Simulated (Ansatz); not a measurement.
# Triethylaluminium (C6H15Al): how energies converge with the basis set

One table from this session's results is given with a row withheld; the runs are named, their logs left out.

Computed with Ansatz 0.2.0, Gaussian basis. Level: one geometry, several basis sets.

Levels to be run: PBE0-D4/def2-SVP; ωB97M-V/def2-SVP; PBE0-D4/def2-QZVPP; ωB97M-V/def2-QZVPP; the functionals' def2-TZVPP values are taken from earlier runs.

1 further run of the same task is left out (it didn't finish). Runs told in other sessions of the task aren't counted.

## The relaxed structure

An earlier PBE0-D4 in a triple-zeta def2 set relaxation fixed the geometry.

SMILES `C[CH2][Al]([CH2]C)[CH2]C`, 22 atoms, charge 0, spin multiplicity 1.

Atoms are counted from 1 here; the program's logs count them from 0.

Bond lengths: C1–C2 1.528 Å, C1–H8 1.095 Å, C1–H9 1.094 Å, C1–H10 1.094 Å, C2–Al3 1.968 Å, C2–H11 1.099 Å, C2–H12 1.099 Å, Al3–C4 1.968 Å, Al3–C6 1.968 Å, C4–C5 1.528 Å, C4–H13 1.099 Å, C4–H14 1.099 Å, C5–H15 1.094 Å, C5–H16 1.095 Å, C5–H17 1.094 Å, C6–C7 1.528 Å, C6–H18 1.099 Å, C6–H19 1.099 Å and more. Angles: C2–C1–H8 112.5°, C2–C1–H9 111.7°, C2–C1–H10 111.7°, H8–C1–H9 107.0°, H8–C1–H10 107.1°, H9–C1–H10 106.5°, C1–C2–Al3 116.7°, C1–C2–H11 110.1°, C1–C2–H12 110.1°, Al3–C2–H11 107.7°, Al3–C2–H12 107.6°, H11–C2–H12 103.8°, C2–Al3–C4 120.0°, C2–Al3–C6 120.0°, C4–Al3–C6 120.0°, Al3–C4–C5 116.7°, Al3–C4–H13 107.7°, Al3–C4–H14 107.6° and more.

The first run:

in.yaml

```yaml
crystal:
  periodic: [false, false, false]
  atoms:
    - {symbol: C, position_ang: [1.054540, -2.214220, -1.697824]}
    - {symbol: C, position_ang: [1.404020, -0.868545, -1.063675]}
    - {symbol: Al, position_ang: [-0.005535, -0.000585, 0.000143]}
    - {symbol: C, position_ang: [-1.767923, -0.856503, 0.182689]}
    - {symbol: C, position_ang: [-2.807800, -0.114636, 1.021416]}
    - {symbol: C, position_ang: [0.347213, 1.724011, 0.879610]}
    - {symbol: C, position_ang: [1.740072, 2.321965, 0.685246]}
    - {symbol: H, position_ang: [1.884366, -2.633107, -2.276165]}
    - {symbol: H, position_ang: [0.782123, -2.957720, -0.943284]}
    - {symbol: H, position_ang: [0.200329, -2.131751, -2.375957]}
    - {symbol: H, position_ang: [2.291315, -0.971431, -0.423301]}
    - {symbol: H, position_ang: [1.721111, -0.156756, -1.839099]}
    - {symbol: H, position_ang: [-2.157541, -1.036987, -0.829190]}
    - {symbol: H, position_ang: [-1.607768, -1.866386, 0.586162]}
    - {symbol: H, position_ang: [-3.021481, 0.877960, 0.614563]}
    - {symbol: H, position_ang: [-3.760813, -0.650584, 1.077533]}
    - {symbol: H, position_ang: [-2.464327, 0.037504, 2.048681]}
    - {symbol: H, position_ang: [-0.419730, 2.434603, 0.540308]}
    - {symbol: H, position_ang: [0.135222, 1.600982, 1.951215]}
    - {symbol: H, position_ang: [2.521936, 1.654418, 1.058747]}
    - {symbol: H, position_ang: [1.861175, 3.279286, 1.202489]}
    - {symbol: H, position_ang: [1.960193, 2.498282, -0.371608]}
basis:
  gaussian: {orbitals: def2-SVP}
hamiltonian: {xc: pbe0, dispersion: d4}
output: {orbitals: {seedname: orbitals}}
```

Started as:

```console
> ansatz run in.yaml --threads 2 --pin off --events-out ev --progress --plain --max-ram 22528MiB --backend cpu
```

Among the steps run: PBE0-D4 in def2-SVP; ωB97M-V in def2-SVP; PBE0-D4 in def2-QZVPP; ωB97M-V in def2-QZVPP.

One of the session's tables, all rows but one given; the rest of the session is left out.

It belongs to the step «Functionals by basis». 

```
functional       basis  HOMO (eV)
   PBE0-D4    def2-SVP      -6.90
   PBE0-D4  def2-TZVPP      -6.91
   PBE0-D4  def2-QZVPP      -6.92
   ωB97M-V    def2-SVP          ?
   ωB97M-V  def2-TZVPP      -9.14
   ωB97M-V  def2-QZVPP      -9.14
```

Estimate the missing values for ωB97M-V, def2-SVP.

As computed: HOMO (eV): -9.12. In the column «HOMO (eV)» it lies between ωB97M-V, def2-QZVPP (-9.14) and PBE0-D4, def2-QZVPP (-6.92).
